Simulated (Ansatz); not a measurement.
I need an active-space calculation of FGeH2 (charge -1), SMILES [F][GeH2-]. Use the Ansatz DFT code, driven from Python. Use: SC-NEVPT2, def2-SVP basis, multiplicity 1.

Input file `fgeh2.xyz`:
```text
4

F     1.61220   -0.03040   -0.12350
Ge   -0.06290   -0.00070    0.40270
H    -0.79900   -1.24980   -0.14570
H    -0.75030    1.28100   -0.13350
```

The script, `fgeh2.py`:
```python
"""Active-space calculation on FGeH2(-)."""

import ansatz as az

geometry = az.Crystal.molecule_from_extxyz("fgeh2.xyz")

calculation = (
    geometry.calculation()
    .basis(gaussian="def2-SVP")
    .charge(-1)
    .correlation(active_electrons=4, active_orbitals=4)
)
for method in ["sc_nevpt2"]:
    r = (calculation if method is None else calculation.correlation(method)).run().report
    space = r["configurations"]
    state = space["states"][0]
    print(method or "casscf", f"total {r['free_energy_ev'] / 27.211386246:.6f} Ha, active-space state {state['energy']['hartree']:.6f} Ha, mean field {r['reference_energy_ev'] / 27.211386246:.6f} Ha")
    print("  determinants", state["n_determinants"], " natural occupations", [round(n, 3) for n in space["natural_occupations"]])
print("effectively unpaired electrons, sum of min(n, 2 - n):", round(sum(min(n, 2 - n) for n in space["natural_occupations"]), 3))
```

```console
$ python fgeh2.py
sc_nevpt2 total -2176.031871 Ha, active-space state -2175.639322 Ha, mean field -2175.611885 Ha
  determinants 36  natural occupations [1.98, 1.977, 0.027, 0.016]
effectively unpaired electrons, sum of min(n, 2 - n): 0.086
```

Caveats:
- Total energies depend on the basis set; only differences at equal settings carry meaning.
- The geometry is a force-field or estimated start, not a minimum of this method, and the basis set is short of its limit. The active space starts as a window about the frontier orbitals and is then optimised, not chosen by chemistry.
- Anions want diffuse functions, which this basis lacks.
- Run time: 2.8 s on 1 thread of Arm Neoverse V1 (shared host), peak memory 0.17 GiB.

(Lines on the test bed's own set-up are left out of the output.)
